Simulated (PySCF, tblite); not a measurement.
**C₇H₉Cl: geometry, infrared bands and NMR shifts**

Wanted: the infrared bands and NMR shifts of C₇H₉Cl (`Cl[C@@]12C=C[C@@H](CC1)C2`), by calculation.

Computed with tblite 0.8.0 and PySCF 2.14.0, with density-fitted response routines of our own, on a single molecule in the gas phase. Atoms count from 0, in the outputs and in this text.

**1. Starting geometry**

17 atoms, charge 0, multiplicity 1; geometry from: force field or distance geometry start.

Bonds of the start (Å): Cl0–C1 1.74, C1–C2 1.53, C2–C3 1.34, C3–C4 1.50, C4–C5 1.54, C5–C6 1.56, C4–C7 1.54, C6–C1 1.54, C7–C1 1.52, C2–H8 1.08, C3–H9 1.09, C4–H10 1.10, C5–H11 1.10, C5–H12 1.09, C6–H13 1.09, C6–H14 1.10, C7–H15 1.09, C7–H16 1.10.

**2. Optimising the geometry with GFN2-xTB**

The job: settings as JSON, then the geometry in Å.

```
{"job": {"kind": "relax", "xc": "GFN2-xTB", "basis": "xTB"}, "charge": 0, "multiplicity": 1}
Cl     0.667900     2.767600     0.194400
C      0.308100     1.069600     0.158500
C      1.279700     0.210100     0.968200
C      1.175500    -1.028000     0.472700
C      0.156000    -1.003700    -0.629500
C     -1.237400    -0.778100    -0.003300
C     -1.128400     0.675200     0.548900
C      0.463500     0.397300    -1.195400
H      1.883100     0.539200     1.795100
H      1.686900    -1.913200     0.849300
H      0.227800    -1.823500    -1.353700
H     -1.461300    -1.502600     0.793400
H     -2.028300    -0.832200    -0.747000
H     -1.868600     1.309900     0.059000
H     -1.308700     0.712800     1.635600
H      1.458500     0.479400    -1.623600
H     -0.281400     0.732100    -1.932500
```

Run with:

```
> OMP_NUM_THREADS=1 python probes_run.py task.json out
```

The driver reads the jobs from task.json and runs them one after another.

**Question.** This job is followed by: GFN2-xTB harmonic vibrations, gas phase; GIAO PBE0/pcSseg-1 NMR shielding, non-relativistic, gas phase. Predict these results of the whole session: strongest single infrared mode (GFN2-xTB); zero-point energy (GFN2-xTB); 13C shifts against TMS (PBE0/pcSseg-1); 1H shifts against TMS (PBE0/pcSseg-1); 35Cl shifts against HCl (PBE0/pcSseg-1).

The runs gave:

```
                                 quantity                                                     value
strongest single infrared mode (GFN2-xTB)                                      3015 cm⁻¹, 55 km/mol
             zero-point energy (GFN2-xTB)                                             88.4 kcal/mol
   13C shifts against TMS (PBE0/pcSseg-1)            148.8, 144.2, 77.2, 61.9, 43.7, 37.7, 30.6 ppm
    1H shifts against TMS (PBE0/pcSseg-1)  6.43, 6.31, 2.69, 2.02, 2.02, 1.76, 1.58, 1.47, 1.26 ppm
  35Cl shifts against HCl (PBE0/pcSseg-1)                                                   138 ppm
```

The optimisation took 26 steps and gained 0.086 eV; among the close pairs (by a distance rule), Cl0–C1 changed most, from 1.736 to 1.766 Å. No mode is imaginary among the 45: a minimum at this level. GFN2-xTB is a fitted tight-binding method: band positions and strengths are rough. Its intensities can rank the bands wrongly. At PBE0/pcSseg-1: The largest span, 413 ppm, is at Cl0, where the paramagnetic term is -334 ppm.
